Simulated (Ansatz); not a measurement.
# Ba2TiS4: the cost of one run

Computed with Ansatz 0.2.0 (DFT, PBE, plane-wave PAW, default files, scalar-relativistic, as far as a step names no other, unless a step's input says otherwise).

1 further run of the same task is left out (it didn't finish).

## (1) The structure to begin with

It takes space group Pnma (No. 62, orthorhombic). The conventional cell has a = 9.056 Å, b = 6.854 Å, c = 12.304 Å, α = 90.00°, β = 90.00°, γ = 90.00°. Around Ba (site symmetry m) lie 9 S at 3.17 to 3.59 Å. Ba (site symmetry m) is surrounded by 7 S at 3.14 to 3.46 Å. Ti (site symmetry m) has 4 S at 2.23 to 2.26 Å as nearest neighbours. S (site symmetry m) has 1 Ti at 2.26 Å and 2 Ba at 3.14 to 3.28 Å as nearest neighbours. S (site symmetry m) is surrounded by 1 Ti at 2.23 Å and 2 Ba at 3.17 to 3.19 Å. S (site symmetry 1) is surrounded by 1 Ti at 2.24 Å and 3 Ba at 3.21 to 3.37 Å.

Coordinates:

```
Ba Ti S
1.0
     9.05560    0.00000    0.00000
     0.00000    6.85400    0.00000
     0.00000    0.00000   12.30400
Ba Ti S
8 4 16
Direct
  0.47730 0.25000 0.17380
  0.02270 0.75000 0.67380
  0.97730 0.25000 0.32620
  0.52270 0.75000 0.82620
  0.13450 0.25000 0.91250
  0.36550 0.75000 0.41250
  0.63450 0.25000 0.58750
  0.86550 0.75000 0.08750
  0.22900 0.25000 0.57360
  0.27100 0.75000 0.07360
  0.72900 0.25000 0.92640
  0.77100 0.75000 0.42640
  0.48100 0.25000 0.90700
  0.01900 0.75000 0.40700
  0.98100 0.25000 0.59300
  0.51900 0.75000 0.09300
  0.31200 0.25000 0.40300
  0.18800 0.75000 0.90300
  0.81200 0.25000 0.09700
  0.68800 0.75000 0.59700
  0.16900 0.48600 0.15100
  0.33100 0.51400 0.65100
  0.66900 0.01400 0.34900
  0.83100 0.98600 0.84900
  0.83100 0.51400 0.84900
  0.66900 0.48600 0.34900
  0.33100 0.98600 0.65100
  0.16900 0.01400 0.15100
```

## (2) Gradients at the starting positions

input.yaml

```yaml
crystal:
  lattice:
    - [9.0556, 0.0, 0.0]
    - [0.0, 6.854, 0.0]
    - [0.0, 0.0, 12.304]
  atoms:
    - { symbol: Ba, position: [0.4773, 0.25, 0.1738] }
    - { symbol: Ba, position: [0.0227, 0.75, 0.6738] }
    - { symbol: Ba, position: [0.9773, 0.25, 0.3262] }
    - { symbol: Ba, position: [0.5227, 0.75, 0.8262] }
    - { symbol: Ba, position: [0.1345, 0.25, 0.9125] }
    - { symbol: Ba, position: [0.3655, 0.75, 0.4125] }
    - { symbol: Ba, position: [0.6345, 0.25, 0.5875] }
    - { symbol: Ba, position: [0.8655, 0.75, 0.0875] }
    - { symbol: Ti, position: [0.229, 0.25, 0.5736] }
    - { symbol: Ti, position: [0.271, 0.75, 0.0736] }
    - { symbol: Ti, position: [0.729, 0.25, 0.9264] }
    - { symbol: Ti, position: [0.771, 0.75, 0.4264] }
    - { symbol: S, position: [0.481, 0.25, 0.907] }
    - { symbol: S, position: [0.019, 0.75, 0.407] }
    - { symbol: S, position: [0.981, 0.25, 0.593] }
    - { symbol: S, position: [0.519, 0.75, 0.093] }
    - { symbol: S, position: [0.312, 0.25, 0.403] }
    - { symbol: S, position: [0.188, 0.75, 0.903] }
    - { symbol: S, position: [0.812, 0.25, 0.097] }
    - { symbol: S, position: [0.688, 0.75, 0.597] }
    - { symbol: S, position: [0.169, 0.486, 0.151] }
    - { symbol: S, position: [0.331, 0.514, 0.651] }
    - { symbol: S, position: [0.669, 0.014, 0.349] }
    - { symbol: S, position: [0.831, 0.986, 0.849] }
    - { symbol: S, position: [0.831, 0.514, 0.849] }
    - { symbol: S, position: [0.669, 0.486, 0.349] }
    - { symbol: S, position: [0.331, 0.986, 0.651] }
    - { symbol: S, position: [0.169, 0.014, 0.151] }
kpoints:
  mp_grid: { grid: [3, 4, 3] }
scf:
  occupations: { method: fermi_dirac, width: 0.02 }
hamiltonian:
  xc: pbe
  pseudopotentials: { kind: paw }
output:
  forces: true
  stress: true
  populations: true
  efg:
    quadrupole_moments_barn: { Ba: 0.236, Ti: 0.247, S: -0.0694 }
    contact_densities: true
```

On the command line:

```
ansatz run input.yaml --threads 1 --pin off --max-ram 3072MiB --backend cpu --events-out ev --progress --plain --runs-dir out
```

What time and memory should one allow on 1 thread of Arm Neoverse V2, shared host?

About 2.1 min, with a peak of 1.6 GiB.
